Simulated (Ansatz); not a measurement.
# GaSi: a trial structure relaxed

The task: take a trial cell of GaSi to zero force and stress.

Program: Ansatz 0.2.0. Level of theory: DFT PBE, scalar-relativistic, plane waves, PAW. These are calculated values, not measurements.

## 1. The system as given

It takes space group P4/mmm (No. 123, tetragonal). The conventional cell has a = 2.983 Å, b = 2.983 Å, c = 4.219 Å, α = 90.00°, β = 90.00°, γ = 90.00°. Ga (site symmetry 4/mmm) has 8 Si at 2.98 Å and 4 Ga at 2.98 Å as nearest neighbours. Si (site symmetry 4/mmm) is surrounded by 8 Ga at 2.98 Å and 4 Si at 2.98 Å.

Coordinates:

```cif
data_structure
_symmetry_space_group_name_H-M 'P 1'
_symmetry_Int_Tables_number 1
_cell_length_a 2.9832
_cell_length_b 2.9832
_cell_length_c 4.2188
_cell_angle_alpha 90.000
_cell_angle_beta 90.000
_cell_angle_gamma 90.000
_cell_volume 37.54
loop_
_atom_site_label
_atom_site_type_symbol
_atom_site_fract_x
_atom_site_fract_y
_atom_site_fract_z
_atom_site_occupancy
Ga1 Ga 0.00000 0.00000 0.00000 1
Si1 Si 0.50000 0.50000 0.50000 1
```

A structure generator made this guess: ordered superstructure of fcc (P4/mmm, No. 123). Its size is a rough estimate.

## 2. Probe: one point on a coarse mesh

input.yaml reads:

```yaml
crystal:
  lattice:
    - [2.98315663, 0.0, 0.0]
    - [0.0, 2.98315663, 0.0]
    - [0.0, 0.0, 4.21882056]
  atoms:
    - { symbol: Ga, position: [0.0, 0.0, 0.0] }
    - { symbol: Si, position: [0.5, 0.5, 0.5] }
basis:
  ecutwfc: 420
kpoints:
  mp_grid: { grid: [6, 6, 4] }
hamiltonian:
  xc: pbe
scf:
  occupations: { method: gaussian, width: 0.1 }
  lower_state_search: "off"
output:
  forces: true
  stress: true
  eigenvalues: true
```

Run with:

```
ansatz run input.yaml --threads 1 --pin off --max-ram 2048MiB --backend cpu --events-out ev --progress --plain --runs-dir out
```

Further runs follow: a loose first relaxation; full relaxation.

Before running it: what results should come out? Wanted: conventional cell; volume; energy over the elements; gap on the mesh.

The runs gave:

| quantity | value |
| --- | --- |
| symmetry at the end (tolerance 0.05 Å) | space group P4/mmm (No. 123) |
| conventional cell | a = 2.864 Å, b = 2.864 Å, c = 4.108 Å, α = 90.00°, β = 90.00°, γ = 90.00° |
| volume | 16.85 Å³/atom |
| energy over the elements | +0.35 eV/atom |
| gap on the mesh | none (metal) |

What this shows: The space group P4/mmm (No. 123) is kept, and the volume per atom shrinks by 10.2 % from the first guess. With a positive formation energy it can't be a ground state. No finished test with a distortion of lower symmetry is shown, so the end may be a saddle point.
